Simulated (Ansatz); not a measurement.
# C3H6OSi: a ladder of functionals and wavefunction methods

How much do the methods differ for C3H6OSi? The plan is to run it at one geometry with functionals of several rungs and with coupled cluster, and see how far each lands from CCSD(T) at the basis-set limit for the atomisation energy.

Method: functionals in def2-TZVPP, the program's frozen cores in correlated methods; program: Ansatz 0.2.0, Gaussian basis.

Levels to be run: LDA (SPW92), PBE-D4, revPBE-D4, BLYP-D4, r2SCAN-D4, B97M-V, PBE0-D4, B3LYP-D4, r2SCANh-D4, r2SCAN0-D4, HSE06-D4, BHLYP-D4, CAM-B3LYP-D4, LC-ωPBE, ωB97X-V, ωB97M-V, B2PLYP, PBE-QIDH; CCSD(T)/def2-SVP; CCSD(T)/def2-TZVPP; MP2/def2-QZVPP; extrapolation to the limit; RPA on PBE.

### Step 1. The relaxed structure

An earlier PBE0-D4 in a triple-zeta def2 set relaxation fixed the geometry.

SMILES `C#C[SiH2]CO`, 11 atoms, charge 0, spin multiplicity 1.

Atoms are counted from 1 here; the program's logs count them from 0.

Bond lengths: C1–C2 1.207 Å, C1–H6 1.066 Å, C2–Si3 1.831 Å, Si3–C4 1.889 Å, Si3–H7 1.486 Å, Si3–H8 1.483 Å, C4–O5 1.418 Å, C4–H9 1.100 Å, C4–H10 1.094 Å, O5–H11 0.963 Å. Angles: C2–C1–H6 179.0°, C1–C2–Si3 176.3°, C2–Si3–C4 105.4°, C2–Si3–H7 109.4°, C2–Si3–H8 108.4°, C4–Si3–H7 111.9°, C4–Si3–H8 111.6°, H7–Si3–H8 110.0°, Si3–C4–O5 111.5°, Si3–C4–H9 110.0°, Si3–C4–H10 109.9°, O5–C4–H9 111.8°, O5–C4–H10 106.8°, H9–C4–H10 106.6°, C4–O5–H11 108.1°.

### Step 2. LDA

This LDA is Slater exchange with PW92 correlation.

The input, in.yaml:

```yaml
crystal:
  periodic: [false, false, false]
  atoms:
    - {symbol: C, position_ang: [-1.499882, 0.876894, 1.851825]}
    - {symbol: C, position_ang: [-0.664297, 0.179794, 1.329733]}
    - {symbol: Si, position_ang: [0.581486, -0.820016, 0.435199]}
    - {symbol: C, position_ang: [0.779122, 0.012551, -1.249392]}
    - {symbol: O, position_ang: [-0.475563, 0.229965, -1.872772]}
    - {symbol: H, position_ang: [-2.235618, 1.484105, 2.328313]}
    - {symbol: H, position_ang: [1.853784, -0.825730, 1.203267]}
    - {symbol: H, position_ang: [0.063374, -2.203802, 0.303729]}
    - {symbol: H, position_ang: [1.348710, 0.947009, -1.143014]}
    - {symbol: H, position_ang: [1.357082, -0.632310, -1.917153]}
    - {symbol: H, position_ang: [-1.042996, 0.694538, -1.249233]}
basis:
  gaussian: {orbitals: def2-TZVPP}
hamiltonian: {xc: lda}
output: {orbitals: {seedname: orbitals}}
```

The runs that follow: PBE-D4 (GGA); revPBE-D4 (GGA); BLYP-D4 (GGA); r2SCAN-D4 (meta-GGA); B97M-V (meta-GGA); PBE0-D4 (hybrid); B3LYP-D4 (hybrid); r2SCANh-D4 (hybrid); r2SCAN0-D4 (hybrid); HSE06-D4 (hybrid); BHLYP-D4 (hybrid); CAM-B3LYP-D4 (range-separated); LC-ωPBE (range-separated); ωB97X-V (range-separated); ωB97M-V (range-separated); B2PLYP (double hybrid); PBE-QIDH (double hybrid); CCSD(T) in def2-SVP; CCSD(T) in def2-TZVPP; MP2 in def2-QZVPP; RPA on PBE orbitals.

Q: Predict the results of all the runs planned. Wanted: atomisation energy, CCSD(T)/CBS; farthest beyond LDA; mean size of error, GGA; mean size of error, meta-GGA; mean size of error, hybrid; mean size of error, range-separated; mean size of error, double hybrid; gap, smallest and largest; T1 diagnostic.

The runs gave:

| quantity | value |
| --- | --- |
| atomisation energy, CCSD(T)/CBS | 4264.2 kJ/mol |
| functionals within 21.3 kJ/mol (0.5 %) | BLYP-D4, r2SCAN-D4, B97M-V, PBE0-D4, B3LYP-D4, HSE06-D4, CAM-B3LYP-D4, ωB97X-V, ωB97M-V |
| farthest beyond LDA | BHLYP-D4 (-143.6 kJ/mol) |
| mean size of error, GGA | 36.9 kJ/mol |
| mean size of error, meta-GGA | 3.0 kJ/mol |
| mean size of error, hybrid | 43.2 kJ/mol |
| mean size of error, range-separated | 11.1 kJ/mol |
| mean size of error, double hybrid | 38.5 kJ/mol |
| gap, smallest and largest | 4.70 eV (LDA (SPW92)), 12.23 eV (LC-ωPBE) |
| T1 diagnostic | 0.0121 |
| triples share of the correlation energy | 4.2 % |

What this shows: The LDA atomisation energy is off by 609.4 kJ/mol (14 %): it overbinds. PBE-D4 misses by +85.4 kJ/mol. Double hybrids carry the basis error of their MP2 part in triple zeta, and no dispersion term here, so their miss is partly the set-up's. The rungs meta-GGA, range-separated miss on average by less than the doubt on the reference (21.3 kJ/mol), so they tie. Misses under about 21.3 kJ/mol are within the doubt on the reference itself, which lacks core-valence correlation, relativity and higher excitations. Hartree-Fock recovers 72 % of the binding; the rest is correlation. CCSD(T) in def2-SVP is off by -238.6 kJ/mol, so the small basis spoils what the method gains. Orbital gaps span 4.7 to 12.2 eV; exact exchange widens them.
